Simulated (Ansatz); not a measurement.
# AlH3Se: how energies converge with the basis set

The task here is to estimate one member of a computed series from the others.

Computed with Ansatz 0.2.0, Gaussian basis. Level: one geometry, several basis sets.

The runs, in order: PBE0-D4/def2-SVP; ωB97M-V/def2-SVP; PBE0-D4/def2-QZVPP; ωB97M-V/def2-QZVPP; the functionals' def2-TZVPP values are taken from earlier runs.

## The relaxed structure

An earlier PBE0-D4 in a triple-zeta def2 set relaxation fixed the geometry.

5 atoms, charge 0, spin multiplicity 1.

Atoms are counted from 1 here; the program's logs count them from 0.

Bond lengths: Al1–Se2 2.314 Å, Al1–H3 1.579 Å, Al1–H4 1.580 Å, Se2–H5 1.469 Å. Angles: Se2–Al1–H3 116.3°, Se2–Al1–H4 119.2°, H3–Al1–H4 124.5°, Al1–Se2–H5 92.2°.

As a file:

```mol
AlH3Se
  3D, bonds by distance, orders not assigned

  5  4  0  0  0  0  0  0  0  0999 V2000
   -0.4352   -0.5307    0.1668 Al  0  0
    0.8703    1.3466    0.5229 Se  0  0
   -1.2368   -1.0727    1.4151 H   0  0
   -0.4741   -1.1810   -1.2728 H   0  0
    1.3256    1.3641   -0.8735 H   0  0
  1  2  8  0
  1  3  8  0
  1  4  8  0
  2  5  8  0
M  END
```

Set-up of the first run:

Input file in.yaml:

```yaml
crystal:
  periodic: [false, false, false]
  atoms:
    - {symbol: Al, position_ang: [-0.435238, -0.530732, 0.166825]}
    - {symbol: Se, position_ang: [0.870291, 1.346572, 0.522905]}
    - {symbol: H, position_ang: [-1.236754, -1.072666, 1.415089]}
    - {symbol: H, position_ang: [-0.474100, -1.180966, -1.272771]}
    - {symbol: H, position_ang: [1.325602, 1.364093, -0.873549]}
basis:
  gaussian: {orbitals: def2-SVP}
hamiltonian: {xc: pbe0, dispersion: d4}
output: {orbitals: {seedname: orbitals}}
```

Steps of the session up to this table: PBE0-D4 in def2-SVP; ωB97M-V in def2-SVP; PBE0-D4 in def2-QZVPP; ωB97M-V in def2-QZVPP.

One table of the session follows, with a row left open; its other results are not shown here.

It belongs to the step «Functionals by basis». 

```
functional       basis  HOMO (eV)  LUMO (eV)
   PBE0-D4    def2-SVP          ?          ?
   PBE0-D4  def2-TZVPP      -7.45      -1.50
   PBE0-D4  def2-QZVPP      -7.45      -1.52
   ωB97M-V    def2-SVP      -9.45       0.25
   ωB97M-V  def2-TZVPP      -9.56       0.13
   ωB97M-V  def2-QZVPP      -9.57      -0.01
```

Estimate the missing values for PBE0-D4, def2-SVP.

**Answer.** HOMO (eV): -7.37; LUMO (eV): -1.46. In the column «HOMO (eV)» it is the highest.
